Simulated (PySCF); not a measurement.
Runs of PySCF 2.14.0 on NZnClH2. The cell holds a molecule in a box, 5 atoms: a = 13.000 Å, b = 13.000 Å, c = 12.000 Å, α = 90.00°, β = 90.00°, γ = 90.00°. 

| task | level | frozen core bands | conv_tol | exxdiv | grid for exchange and correlation | three-body dispersion term | gap on the mesh (eV) |
| --- | --- | --- | --- | --- | --- | --- | --- |
| MP2 correlation energy | HF | 11 | 1e-08 Ha | ewald | - | - | 12.44 |
| excitation energies (Tamm-Dancoff) | PBE0 | 11 | 1e-08 Ha | ewald | Becke, atom-centred | - | (b) |
| atomic charges | HSE06+D4 | - | 1e-07 Ha | ewald | Becke, atom-centred | yes | 5.58 |
| atomic charges | SCAN+D3 | - | 1e-07 Ha | - | Becke, atom-centred | no | (a) |
| CCSD(T) correlation energy | HF | 11 | 1e-08 Ha | ewald | - | - | 12.44 |
| atomic charges | BLYP+D3 | - | 1e-07 Ha | - | Becke, atom-centred | no | 4.00 |
| atomic charges | PBEsol0 | - | 1e-07 Ha | ewald | Becke, atom-centred | - | 6.41 |

Alike in all rows: potentials or basis 6-31g* (all-electron); no spin polarisation; cell as given; k mesh 1 × 1 × 1; smearing fixed.

Question: Fill in the values left out.

Answer: (a) 4.68; (b) 6.38.

Caveats: this is a molecule in a periodic box at the Γ point, so its band gap is the HOMO-LUMO gap; the basis of atomic orbitals isn't converged, which shifts pressures, moduli and gaps; the basis is small and the box finite, so much correlation energy is missing and levels can be off by tenths of an eV (some runs); the iterative solver can pass over a root and still report convergence (some runs); this program's HSE differs a little from the usual definition (some runs).

Runs at the PBE level aren't shown here.
